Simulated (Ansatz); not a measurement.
# In2GaP3: the cost of one run

Computed with Ansatz 0.2.0 (DFT PBE, scalar-relativistic, plane waves, PAW, unless a step's input says otherwise).

### 1 The system as given

The structure is hexagonal, space group P6/mmm (No. 191). The conventional cell has a = 6.413 Å, b = 6.413 Å, c = 3.550 Å, α = 90.00°, β = 90.00°, γ = 120.00°. Around In (site symmetry -6m2) lie 6 P at 2.56 Å. Around Ga (site symmetry 6/mmm) lie 2 Ga at 3.55 Å and 12 P at 3.67 Å and 6 In at 3.70 Å. Around P (site symmetry mmm) lie 4 In at 2.56 Å and 4 Ga at 3.67 Å.

Structure file:

```cif
data_structure
_symmetry_space_group_name_H-M 'P 1'
_symmetry_Int_Tables_number 1
_cell_length_a 6.4132
_cell_length_b 6.4132
_cell_length_c 3.5500
_cell_angle_alpha 90.000
_cell_angle_beta 90.000
_cell_angle_gamma 120.000
_cell_volume 126.45
loop_
_atom_site_label
_atom_site_type_symbol
_atom_site_fract_x
_atom_site_fract_y
_atom_site_fract_z
_atom_site_occupancy
In1 In 0.66667 0.33333 0.00000 1
In2 In 0.33333 0.66667 0.00000 1
Ga1 Ga 0.00000 0.00000 0.00000 1
P1 P 0.50000 0.00000 0.50000 1
P2 P 0.00000 0.50000 0.50000 1
P3 P 0.50000 0.50000 0.50000 1
```

The cell is invented: species swapped into a database cell of LuB2Ru3 (P6/mmm, No. 191), with Ga on the Lu sites, In on the B sites and P on the Ru sites. Lengths come from tabulated atomic sizes and are only a guess.

### 2 A first look at the guess

Input file input.yaml:

```yaml
crystal:
  lattice:
    - [6.41320641, 0.0, 0.0]
    - [-3.20660321, 5.55399967, 0.0]
    - [0.0, 0.0, 3.54997129]
  atoms:
    - { symbol: In, position: [0.66666667, 0.33333333, 0.0] }
    - { symbol: In, position: [0.33333333, 0.66666667, 0.0] }
    - { symbol: Ga, position: [0.0, 0.0, 0.0] }
    - { symbol: P, position: [0.5, 0.0, 0.5] }
    - { symbol: P, position: [0.0, 0.5, 0.5] }
    - { symbol: P, position: [0.5, 0.5, 0.5] }
basis:
  ecutwfc: 420
kpoints:
  mp_grid: { grid: [3, 3, 6] }
hamiltonian:
  xc: pbe
scf:
  occupations: { method: gaussian, width: 0.1 }
  lower_state_search: "off"
output:
  forces: true
  stress: true
  eigenvalues: true
```

The run is started by

```console
ansatz run input.yaml --threads 1 --pin off --max-ram 2560MiB --backend cpu --events-out ev --progress --plain --runs-dir out
```

Q: Estimate wall time and peak memory on 1 thread of Arm Neoverse V1, shared host.

About 3.5 s, with a peak of 0.38 GiB.
